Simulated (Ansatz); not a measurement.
# CH₅AsSe: one species, many methods

An exercise on one series of results from a longer session: the logs are not shown, and one member is left open.

Method: functionals in def2-TZVPP, the program's frozen cores in correlated methods; program: Ansatz 0.2.0, Gaussian basis.

Plan: LDA (SPW92), PBE-D4, revPBE-D4, BLYP-D4, r2SCAN-D4, B97M-V, PBE0-D4, B3LYP-D4, r2SCANh-D4, r2SCAN0-D4, HSE06-D4, BHLYP-D4, CAM-B3LYP-D4, LC-ωPBE, ωB97X-V, ωB97M-V, B2PLYP, PBE-QIDH; CCSD(T)/def2-SVP; CCSD(T)/def2-TZVPP; MP2/def2-QZVPP; extrapolation to the limit; RPA on PBE.

**Structure used throughout**

An earlier PBE0-D4 in a triple-zeta def2 set relaxation fixed the geometry.

SMILES `C[Se][AsH2]`, 8 atoms, charge 0, spin multiplicity 1.

Atoms are counted from 1 here; the program's logs count them from 0.

Bond lengths: C1–Se2 1.952 Å, C1–H4 1.090 Å, C1–H5 1.088 Å, C1–H6 1.088 Å, Se2–As3 2.371 Å, As3–H7 1.523 Å, As3–H8 1.523 Å. Angles: Se2–C1–H4 106.0°, Se2–C1–H5 110.5°, Se2–C1–H6 110.5°, H4–C1–H5 109.5°, H4–C1–H6 109.5°, H5–C1–H6 110.7°, C1–Se2–As3 96.4°, Se2–As3–H7 96.1°, Se2–As3–H8 95.9°, H7–As3–H8 91.9°.

The first run:

Input file in.yaml:

```yaml
crystal:
  periodic: [false, false, false]
  atoms:
    - {symbol: C, position_ang: [-0.700044, 1.226344, -0.467032]}
    - {symbol: Se, position_ang: [-0.090463, 0.257459, 1.114705]}
    - {symbol: As, position_ang: [0.877261, -1.567349, -0.049491]}
    - {symbol: H, position_ang: [-1.193923, 2.124611, -0.096908]}
    - {symbol: H, position_ang: [0.145043, 1.507999, -1.091357]}
    - {symbol: H, position_ang: [-1.411810, 0.627410, -1.030889]}
    - {symbol: H, position_ang: [2.185850, -1.580172, 0.729710]}
    - {symbol: H, position_ang: [0.280185, -2.653402, 0.835562]}
basis:
  gaussian: {orbitals: def2-TZVPP}
hamiltonian: {xc: lda}
output: {orbitals: {seedname: orbitals}}
```

On the command line:

```console
ansatz run in.yaml --threads 4 --pin off --events-out ev --progress --plain --max-ram 10444MiB
```

Among the steps run: LDA; PBE-D4 (GGA); revPBE-D4 (GGA); BLYP-D4 (GGA); r2SCAN-D4 (meta-GGA); B97M-V (meta-GGA); PBE0-D4 (hybrid); B3LYP-D4 (hybrid); r2SCANh-D4 (hybrid); r2SCAN0-D4 (hybrid); HSE06-D4 (hybrid); BHLYP-D4 (hybrid); CAM-B3LYP-D4 (range-separated); LC-ωPBE (range-separated); ωB97X-V (range-separated); ωB97M-V (range-separated); B2PLYP (double hybrid); PBE-QIDH (double hybrid).

One table of the session follows, with a row left open; its other results are not shown here.

It belongs to the step «Frontier levels by functional». 

| functional | HOMO (eV) | gap (eV) |
| --- | --- | --- |
| LDA (SPW92) | -5.41 | 3.60 |
| PBE-D4 | -5.29 | 3.72 |
| revPBE-D4 | -5.25 | 3.77 |
| BLYP-D4 | -5.13 | 3.66 |
| r2SCAN-D4 | -5.55 | 4.15 |
| B97M-V | -5.64 | 4.35 |
| PBE0-D4 | ? | ? |
| B3LYP-D4 | -6.20 | 5.23 |
| r2SCANh-D4 | -5.97 | 4.87 |
| r2SCAN0-D4 | -6.61 | 5.95 |
| HSE06-D4 | -6.05 | 4.92 |
| BHLYP-D4 | -7.43 | 7.58 |
| CAM-B3LYP-D4 | -7.72 | 7.96 |
| LC-ωPBE | -9.09 | 10.45 |
| ωB97X-V | -8.74 | 10.00 |
| ωB97M-V | -8.60 | 9.70 |

Q: Estimate the row for PBE0-D4 from the others.

**Answer.** HOMO (eV): -6.44; gap (eV): 5.69. In the column «HOMO (eV)» it lies between r2SCAN0-D4 (-6.61) and B3LYP-D4 (-6.20).
